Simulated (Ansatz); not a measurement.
# Sc2F3: the cost of one run

Computed with Ansatz 0.2.0 (DFT PBE, scalar-relativistic, plane waves, PAW, unless a step's input says otherwise).

2 further runs of the same task are left out: 2 set aside as unsound or not needed.

### 1 The system as given

The structure is trigonal, space group R-3m (No. 166). Conventional cell: a = 3.290 Å, b = 3.290 Å, c = 22.873 Å, α = 90.00°, β = 90.00°, γ = 120.00°. Sc (site symmetry 3m) is surrounded by 6 F at 2.31 to 2.44 Å. F (site symmetry -3m) has 6 Sc at 2.44 Å as nearest neighbours. F (site symmetry 3m) is surrounded by 3 Sc at 2.31 Å.

As a file:

```
Sc F
1.0
     1.64476    0.94960    7.62430
    -1.64476    0.94960    7.62430
     0.00000   -1.89921    7.62430
Sc F
2 3
Direct
  0.40000 0.40000 0.40000
  0.60000 0.60000 0.60000
  0.00000 0.00000 0.00000
  0.20950 0.20950 0.20950
  0.79050 0.79050 0.79050
```

This is candidate A: tetradymite type (R-3m, No. 166).

(A quick probe on a coarse mesh, which set the mesh and smearing, is not shown.)

### 3 A loose first relaxation (candidate A)

Input file input.yaml:

```yaml
crystal:
  lattice:
    - [1.644761347, 0.9496034064, 7.6243031577]
    - [-1.644761347, 0.9496034064, 7.6243031577]
    - [0.0, -1.8992068128, 7.6243031577]
  atoms:
    - { symbol: Sc, position: [0.4, 0.4, 0.4], spin: 0.37 }
    - { symbol: Sc, position: [0.6, 0.6, 0.6], spin: 0.37 }
    - { symbol: F, position: [0.0, 0.0, 0.0] }
    - { symbol: F, position: [0.2095, 0.2095, 0.2095] }
    - { symbol: F, position: [0.7905, 0.7905, 0.7905] }
basis:
  ecutwfc: 420
kpoints:
  mp_grid: { grid: [6, 6, 6] }
hamiltonian:
  xc: pbe
scf:
  occupations: { method: gaussian, width: 0.1 }
  lower_state_search: "off"
output:
  forces: true
  stress: true
  eigenvalues: true
  populations: true
magnetization:
  spin_polarized: true
relax:
  adjacent_minimum: "off"
  f_tol: 0.04
  max_steps: 70
  cell: { stress_tol: 0.4 }
```

Run with:

```
> ansatz run input.yaml --threads 1 --pin off --max-ram 2560MiB --backend cpu --events-out ev --progress --plain --runs-dir out
```

What time and memory should one allow on 1 thread of Arm Neoverse V1, shared host?

About 2.6 min, with a peak of 0.41 GiB.
